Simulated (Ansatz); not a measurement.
# CH6ClGaSi: a ladder of functionals and wavefunction methods

An exercise on one series of results from a longer session: the logs are not shown, and one member is left open.

Program: Ansatz 0.2.0, Gaussian basis. Level of theory: functionals in def2-TZVPP, the program's frozen cores in correlated methods. These are calculated values, not measurements.

Plan: LDA (SPW92), PBE-D4, revPBE-D4, BLYP-D4, r2SCAN-D4, B97M-V, PBE0-D4, B3LYP-D4, r2SCANh-D4, r2SCAN0-D4, HSE06-D4, BHLYP-D4, CAM-B3LYP-D4, LC-ωPBE, ωB97X-V, ωB97M-V, B2PLYP, PBE-QIDH; CCSD(T)/def2-SVP; CCSD(T)/def2-TZVPP; MP2/def2-QZVPP; extrapolation to the limit; RPA on PBE.

1 further run of the same task is left out (it didn't finish).

## The relaxed structure

An earlier PBE0-D4 in a triple-zeta def2 set relaxation fixed the geometry.

SMILES `[SiH3][CH2][GaH][Cl]`, 10 atoms, charge 0, spin multiplicity 1.

Atoms are counted from 1 here; the program's logs count them from 0.

Bond lengths: Si1–C2 1.872 Å, Si1–H5 1.486 Å, Si1–H6 1.487 Å, Si1–H7 1.489 Å, C2–Ga3 1.951 Å, C2–H8 1.094 Å, C2–H9 1.094 Å, Ga3–Cl4 2.156 Å, Ga3–H10 1.557 Å. Angles: C2–Si1–H5 110.3°, C2–Si1–H6 111.4°, C2–Si1–H7 110.0°, H5–Si1–H6 108.8°, H5–Si1–H7 108.1°, H6–Si1–H7 108.2°, Si1–C2–Ga3 113.3°, Si1–C2–H8 109.0°, Si1–C2–H9 108.6°, Ga3–C2–H8 109.1°, Ga3–C2–H9 108.0°, H8–C2–H9 108.8°, C2–Ga3–Cl4 114.9°, C2–Ga3–H10 130.0°, Cl4–Ga3–H10 115.2°.

The first run:

in.yaml

```yaml
crystal:
  periodic: [false, false, false]
  atoms:
    - {symbol: Si, position_ang: [-0.963083, 1.055697, 0.349975]}
    - {symbol: C, position_ang: [0.332087, -0.247927, 0.706320]}
    - {symbol: Ga, position_ang: [1.137666, -0.996525, -0.905500]}
    - {symbol: Cl, position_ang: [0.019541, -2.598399, -1.818147]}
    - {symbol: H, position_ang: [-2.077828, 0.470926, -0.440126]}
    - {symbol: H, position_ang: [-1.515071, 1.629702, 1.606263]}
    - {symbol: H, position_ang: [-0.363994, 2.164352, -0.443774]}
    - {symbol: H, position_ang: [1.117705, 0.190777, 1.328488]}
    - {symbol: H, position_ang: [-0.138818, -1.065966, 1.259146]}
    - {symbol: H, position_ang: [2.451795, -0.602636, -1.642636]}
basis:
  gaussian: {orbitals: def2-TZVPP}
hamiltonian: {xc: lda}
output: {orbitals: {seedname: orbitals}}
```

Started as:

```
ansatz run in.yaml --threads 2 --pin off --events-out ev --progress --plain --max-ram 4352MiB
```

Steps of the session up to this table: LDA; PBE-D4 (GGA); revPBE-D4 (GGA); BLYP-D4 (GGA); r2SCAN-D4 (meta-GGA); B97M-V (meta-GGA); B3LYP-D4 (hybrid); r2SCANh-D4 (hybrid); r2SCAN0-D4 (hybrid); HSE06-D4 (hybrid); BHLYP-D4 (hybrid); CAM-B3LYP-D4 (range-separated); LC-ωPBE (range-separated); ωB97X-V (range-separated); ωB97M-V (range-separated); B2PLYP (double hybrid); PBE-QIDH (double hybrid).

One table of the session follows, with a row left open; its other results are not shown here.

It belongs to the step «Frontier levels by functional». 

```
  functional  HOMO (eV)  LUMO (eV)  gap (eV)
 LDA (SPW92)      -7.01      -2.59      4.42
      PBE-D4      -6.90      -2.30      4.59
   revPBE-D4      -6.85      -2.17      4.68
     BLYP-D4      -6.75      -2.23      4.52
   r2SCAN-D4      -7.20      -2.07      5.14
      B97M-V          ?          ?         ?
     PBE0-D4      -8.15      -1.52      6.63
    B3LYP-D4      -7.92      -1.78      6.14
  r2SCANh-D4      -7.66      -1.79      5.87
  r2SCAN0-D4      -8.35      -1.38      6.97
    HSE06-D4      -7.76      -1.89      5.87
    BHLYP-D4      -9.28      -0.76      8.52
CAM-B3LYP-D4      -9.47      -0.62      8.84
     LC-ωPBE     -10.84       0.55     11.39
     ωB97X-V     -10.48       0.39     10.87
     ωB97M-V     -10.32       0.17     10.49
```

**Question.** Estimate the row for B97M-V.

**Answer.** HOMO (eV): -7.32; LUMO (eV): -2.28; gap (eV): 5.04. In the column «HOMO (eV)» it lies between r2SCANh-D4 (-7.66) and r2SCAN-D4 (-7.20).
